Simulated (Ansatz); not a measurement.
# PdC18: the cost of one run

Program: Ansatz 0.2.0. Level of theory: DFT PBE+D3(BJ), plane waves, PAW, scalar-relativistic, no spin polarisation. These are calculated values, not measurements.

## (1) The system as given

The cell holds 19 atoms (C18Pd): a = 7.398 Å, b = 7.398 Å, c = 12.000 Å, α = 90.00°, β = 90.00°, γ = 120.00°.

Its coordinates follow in the input file.

## (2) End point A

File input.yaml:

```yaml
crystal:
  lattice:
    - [7.398, 0.0, 0.0]
    - [-3.699, 6.406856, 0.0]
    - [0.0, 0.0, 12.0]
  atoms:
    - { symbol: C, position: [0.0, 0.0, 0.0833333] }
    - { symbol: C, position: [0.2222222, 0.1111111, 0.0833333] }
    - { symbol: C, position: [0.0, 0.3333333, 0.0833333] }
    - { symbol: C, position: [0.2222222, 0.4444444, 0.0833333] }
    - { symbol: C, position: [0.0, 0.6666667, 0.0833333] }
    - { symbol: C, position: [0.2222222, 0.7777778, 0.0833333] }
    - { symbol: C, position: [0.3333333, 0.0, 0.0833333] }
    - { symbol: C, position: [0.5555556, 0.1111111, 0.0833333] }
    - { symbol: C, position: [0.3333333, 0.3333333, 0.0833333] }
    - { symbol: C, position: [0.5555556, 0.4444444, 0.0833333] }
    - { symbol: C, position: [0.3333333, 0.6666667, 0.0833333] }
    - { symbol: C, position: [0.5555556, 0.7777778, 0.0833333] }
    - { symbol: C, position: [0.6666667, 0.0, 0.0833333] }
    - { symbol: C, position: [0.8888889, 0.1111111, 0.0833333] }
    - { symbol: C, position: [0.6666667, 0.3333333, 0.0833333] }
    - { symbol: C, position: [0.8888889, 0.4444444, 0.0833333] }
    - { symbol: C, position: [0.6666667, 0.6666667, 0.0833333] }
    - { symbol: C, position: [0.8888889, 0.7777778, 0.0833333] }
    - { symbol: Pd, position: [0.7105289, 0.9596133, 0.26] }
basis:
  ecutwfc: 420.0
kpoints:
  mp_grid: { grid: [2, 2, 1] }
hamiltonian:
  xc: pbe
  dispersion: d3bj
scf:
  occupations: { method: gaussian, width: 0.02 }
  lower_state_search: "off"
relax:
  f_tol: 0.03
  max_steps: 60
  adjacent_minimum: "off"
```

The run is started by

```bash
> ansatz run input.yaml --threads 1 --pin off --max-ram 3072MiB --backend cpu --events-out ev --progress --plain --runs-dir out
```

Q: Estimate wall time and peak memory on 1 thread of Arm Neoverse V1, shared host.

About 96 s, with a peak of 0.66 GiB.
